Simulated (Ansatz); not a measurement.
**NbTe under changes of volume**

One of the cells (20.101 Å³/atom); the others are scaled copies at fixed shape and fractional positions:

```
CELL_PARAMETERS angstrom
3.42570 0.00000 0.00000
0.00000 3.42570 0.00000
0.00000 0.00000 3.42570
ATOMIC_POSITIONS crystal
Nb 0.50000 0.50000 0.50000
Te 0.00000 0.00000 0.00000
```

The cell was built by a generator and needn't be a form met in nature.

| Quantity | Value |
| --- | --- |
| Program | Ansatz 0.2.0 |
| Functional | PBE |
| Potentials or basis | Ansatz NC |
| Cutoff | 1120 eV (not typed: the program's choice for these potentials) |
| k mesh | 8 × 8 × 8 |
| Occupations | fermi-dirac, width 0.05 eV |
| Spin | no spin polarisation |

```tsv
volume (Å³/atom)	energy over the lowest point (meV/atom)	pressure (GPa)
18.895	?	?
19.297	13.99	6.0
19.699	3.29	2.9
20.101	0.00	0.1
20.503	3.33	-2.4
20.905	12.57	-4.7
21.307	27.07	-6.6
```

Problem. What does the run at 18.895 Å³/atom give?

Solution. Energy over the lowest point 32.99 meV/atom; pressure 9.5 GPa.

Worked out: A Birch-Murnaghan fit of order 3 (a polynomial in V^(-2/3)) to the other rows has its minimum at 20.09 Å³/atom with B0 = V·E''(V) = 132 GPa and B' = 4.7. It gives 33.01 meV/atom at 18.895 Å³/atom, against the run's 32.99, and -dE/dV = 9.4 GPa, against 9.5.

Energies are extrapolated to zero smearing.
